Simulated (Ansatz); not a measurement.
# BF2H4N: the cost of one run

All numbers below are computed with Ansatz 0.2.0 (RKS B3LYP/6-31G*).

## (1) Starting point

Bond lengths: B1–F2 1.670 Å, B1–F3 1.320 Å, B1–H4 1.190 Å, B1–N5 1.850 Å, N5–H6 1.060 Å, N5–H7 1.060 Å, N5–H8 1.170 Å. Angles: F2–B1–F3 120.0°, F2–B1–H4 120.0°, F2–B1–N5 71.6°, F3–B1–H4 120.0°, F3–B1–N5 96.8°, H4–B1–N5 101.3°, B1–N5–H6 120.0°, B1–N5–H7 120.0°, B1–N5–H8 72.7°, H6–N5–H7 120.0°, H6–N5–H8 52.9°, H7–N5–H8 154.2°.

Coordinates:

```xyz
8

B     0.0000    0.0000    0.0000
F     0.0000    0.0000    1.6700
F     1.1431    0.0000   -0.6600
H    -1.0305    0.0000   -0.5950
N     0.0829    1.7537    0.5833
H     0.4765    1.9752    1.5423
H    -0.2631    2.5370   -0.0414
H     0.0507    1.0726    1.5337
```

## (2) A restrained relaxation towards end A

Springs on the bonds that form and break draw the guess towards this end; the thresholds are loose.

The input, input.yaml:

```yaml
crystal:
  periodic: [false, false, false]
  atoms:
    - { symbol: B, position_ang: [0.0, 0.0, 0.0] }
    - { symbol: F, position_ang: [0.0, 0.0, 1.67] }
    - { symbol: F, position_ang: [1.1431, 0.0, -0.66] }
    - { symbol: H, position_ang: [-1.0305, 0.0, -0.595] }
    - { symbol: "N", position_ang: [0.0829, 1.7537, 0.5833] }
    - { symbol: H, position_ang: [0.4765, 1.9752, 1.5423] }
    - { symbol: H, position_ang: [-0.2631, 2.537, -0.0414] }
    - { symbol: H, position_ang: [0.0507, 1.0726, 1.5337] }
basis:
  gaussian: { orbitals: "6-31G*" }
hamiltonian:
  xc: b3lyp
relax:
  f_tol: 0.15
  max_steps: 25
  restrain:
    - { distance: [0, 4], at: 2.75, k: 30.0 }
    - { distance: [7, 1], at: 2.12, k: 30.0 }
    - { distance: [0, 1], at: 1.32, k: 30.0 }
    - { distance: [7, 4], at: 1.06, k: 30.0 }
```

Launch:

```sh
ansatz run input.yaml --threads 1 --pin off --max-ram 2048MiB --backend cpu --events-out ev --progress --plain --runs-dir out
```

Q: Estimate wall time and peak memory on 1 thread of Arm Neoverse V2, shared host.

About 24 s, with a peak of 0.14 GiB.
